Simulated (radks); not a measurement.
**Ionising arsenic step by step, As¹⁴⁺ to As¹⁷⁺**

An exercise on one series of results from a longer session: the logs are not shown, and one member is left open.

Method: Dirac Kohn-Sham, PBEsol, spin-unpolarised, spherical densities, point nucleus; open shells fill j = l - 1/2 first. Code: radks (a radial shooting solver on a logarithmic mesh, Libxc functionals) version 1.

### Starting point

| Property | Result |
| --- | --- |
| element | arsenic (Z = 33) |
| charges | 14 to 17 |
| first configuration | [Ar] 3d1 |
| last configuration | [Ne] 3s2 3p4 |

The first run:

The run's settings:

```text
Z 33
configuration [Ar] 3d1
relativity Dirac
functional pbe_sol,pbe_sol
spin unpolarised
j_filling energy
nucleus point
c 137.035999084
```

Steps of the session up to this table: As¹⁴⁺, [Ar] 3d1.

One of the session's tables, all rows but one given; the rest of the session is left out.

It belongs to the step «As¹⁴⁺, [Ar] 3d1». Sizes of the orbitals, from the radial functions (bohr):

| level | <r> | outermost maximum (interpolated) | 90 % within | nodes |
| --- | --- | --- | --- | --- |
| 2s1/2 | 0.2017 | 0.170 | 0.312 | 1 |
| 2p1/2 | ? | ? | ? | ? |
| 2p3/2 | 0.1776 | 0.137 | 0.289 | 0 |
| 3s1/2 | 0.5381 | 0.494 | 0.787 | 2 |
| 3p1/2 | 0.5297 | 0.479 | 0.791 | 1 |
| 3p3/2 | 0.5363 | 0.486 | 0.800 | 1 |
| 3d3/2 | 0.4966 | 0.407 | 0.772 | 0 |
| 3d5/2 | 0.4985 | 0.409 | 0.775 | 0 |

Estimate the missing values for 2p1/2.

**Answer.** <r>: 0.1740; outermost maximum (interpolated): 0.134; 90 % within: 0.284; nodes: 0. In the column «<r>» it is the lowest.

To keep in mind: Spin polarisation and multiplet splitting are left out, so open shells lie too high by an amount that depends on their filling.
